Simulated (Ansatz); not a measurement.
This script makes an atomisation energy of CH₈OSi₂, SMILES OC([SiH3])[SiH3] with Ansatz 0.2.0, Python API.

`ch8osi2_tae.py`
```python
# -*- coding: utf-8 -*-
"""Atomisation energy of CH8OSi2 at the given geometry."""

from collections import Counter

import ansatz as az


def energy(molecule, charge=0, unpaired=0):
    calc = (
        molecule.calculation()
        .basis(gaussian="def2-TZVPP")
        .functional("pbe")
    )
    if charge:
        calc = calc.charge(charge)
    if unpaired:
        calc = calc.spin("collinear", total=unpaired)
    return calc.run(threads=1, backend="cpu").report["free_energy_ev"]

GEOMETRY = """
O     0.23270    1.87280    0.27540
C    -0.35230    0.58870    0.04600
Si   -0.19200   -0.61740    1.47360
Si    0.44400   -0.37680   -1.40310
H    -0.00120    2.44220   -0.54900
H    -1.42190    0.73970   -0.13130
H     1.29420   -0.92120    1.78260
H    -0.83800   -1.87580    1.20520
H    -0.76850   -0.02990    2.75750
H     0.25600    0.45310   -2.59810
H    -0.40540   -1.63630   -1.63100
H     1.82940   -0.69430   -1.19380
"""

ch8osi2 = az.Crystal.molecule()
for line in GEOMETRY.strip().splitlines():
    symbol, *xyz = line.split()
    ch8osi2 = ch8osi2.atom(symbol, [float(v) for v in xyz])

# unpaired electrons of the ground-state atoms
unpaired = {"O": 2, "C": 2, "Si": 2, "H": 1}
counts = Counter(site.symbol for site in ch8osi2.cartesian_sites)
atom_energy = {s: energy(az.Crystal.molecule().atom(s, (0, 0, 0)), 0, unpaired[s]) for s in counts}
whole = energy(ch8osi2, 0, 0)
for s, e in atom_energy.items():
    print(f"{s:2s} x{counts[s]}  {e:14.5f} eV")
print(f"CH8OSi2: {whole:.5f} eV")
split = sum(counts[s] * e for s, e in atom_energy.items()) - whole
print(f"atomisation energy (no zero-point term): {split:.3f} eV, {split / sum(counts.values()):.3f} eV an atom")
```

What does it cost to take this molecule apart into atoms?

39.592 eV from the electronic energies, without the zero-point term.

The output:

```console
$ python ch8osi2_tae.py
O  x1     -2041.11715 eV
C  x1     -1028.48074 eV
Si x2     -7870.15586 eV
H  x8       -13.59523 eV
CH8OSi2: -18958.26341 eV
atomisation energy (no zero-point term): 39.592 eV, 3.299 eV an atom
```

Total energies depend on the basis set; only differences at equal settings carry meaning. The geometry is a force-field or estimated start, not a minimum of this method, and the basis set is short of its limit. All parts are taken at fixed geometry, without zero-point energy. This functional overbinds, so such energies come out a few per cent too high (LDA far more). Run time: 7.7 s on 1 thread of Arm Neoverse V2, on a shared host, peak memory 0.4 GiB.
